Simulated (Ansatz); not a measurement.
# C: the cost of one run

Program: Ansatz 0.2.0. Level of theory: DFT LDA, scalar-relativistic, plane waves, PAW. These are calculated values, not measurements.

1 further run of the same task is left out (set aside as unsound or not needed).

**1. The starting structure**

It takes space group P6_3mc (No. 186, hexagonal). The conventional cell has a = 2.456 Å, b = 2.456 Å, c = 29.492 Å, α = 90.00°, β = 90.00°, γ = 120.00°. C (site symmetry 3m) has 3 C at 1.42 Å in its first shell of neighbours.

Structure file:

```xyz
12
Lattice="2.4562 0.0000 0.0000 -1.2281 2.1272 0.0000 0.0000 0.0000 29.4919" Properties=species:S:1:pos:R:3 pbc="T T T"
C     1.2281    0.7091   29.4439
C     1.2281    0.7091   14.6979
C     1.2281    0.7091   21.6113
C     1.2281    0.7091    6.8654
C     0.0000    0.0000   18.1622
C     0.0000    1.4181    6.8654
C     0.0000    0.0000    3.4163
C     1.2281    0.7091   18.1623
C     0.0000    1.4181   21.6114
C     0.0000    1.4181    3.4163
C     0.0000    1.4181   14.6979
C     0.0000    1.4181   29.4439
```

The structure comes from the Materials Project (structure only).

(A quick probe on a coarse mesh, which set the mesh and smearing, is not shown.)

**3. The relaxation**

input.yaml

```yaml
crystal:
  lattice:
    - [2.4562499605, 0.0, 0.0]
    - [-1.2281249803, 2.1271748638, 0.0]
    - [0.0, 0.0, 29.4918787]
  atoms:
    - { symbol: C, position: [0.66666667, 0.33333333, 0.9983718] }
    - { symbol: C, position: [0.66666667, 0.33333333, 0.49837191] }
    - { symbol: C, position: [0.66666667, 0.33333333, 0.73278795] }
    - { symbol: C, position: [0.66666667, 0.33333333, 0.23279033] }
    - { symbol: C, position: [0.0, 0.0, 0.61583799] }
    - { symbol: C, position: [0.33333333, 0.66666667, 0.23278795] }
    - { symbol: C, position: [0.0, 0.0, 0.11583799] }
    - { symbol: C, position: [0.66666667, 0.33333333, 0.61584001] }
    - { symbol: C, position: [0.33333333, 0.66666667, 0.73279033] }
    - { symbol: C, position: [0.33333333, 0.66666667, 0.11584001] }
    - { symbol: C, position: [0.33333333, 0.66666667, 0.4983718] }
    - { symbol: C, position: [0.33333333, 0.66666667, 0.99837191] }
basis:
  ecutwfc: 420
kpoints:
  mp_grid: { grid: [18, 18, 2] }
hamiltonian:
  xc: lda
scf:
  occupations: { method: gaussian, width: 0.1 }
output:
  forces: true
  stress: true
  eigenvalues: true
relax:
  adjacent_minimum: "off"
  f_tol: 0.005
  max_steps: 80
  cell: { stress_tol: 0.05 }
```

Run with:

```console
$ ansatz run input.yaml --threads 4 --pin off --max-ram 12288MiB --backend cpu --events-out ev --progress --plain --runs-dir out
```

Q: Estimate wall time and peak memory on 4 threads of Oxide Virtual Turin-like (Zen 5), shared host.

About 1.9 min, with a peak of 0.69 GiB.
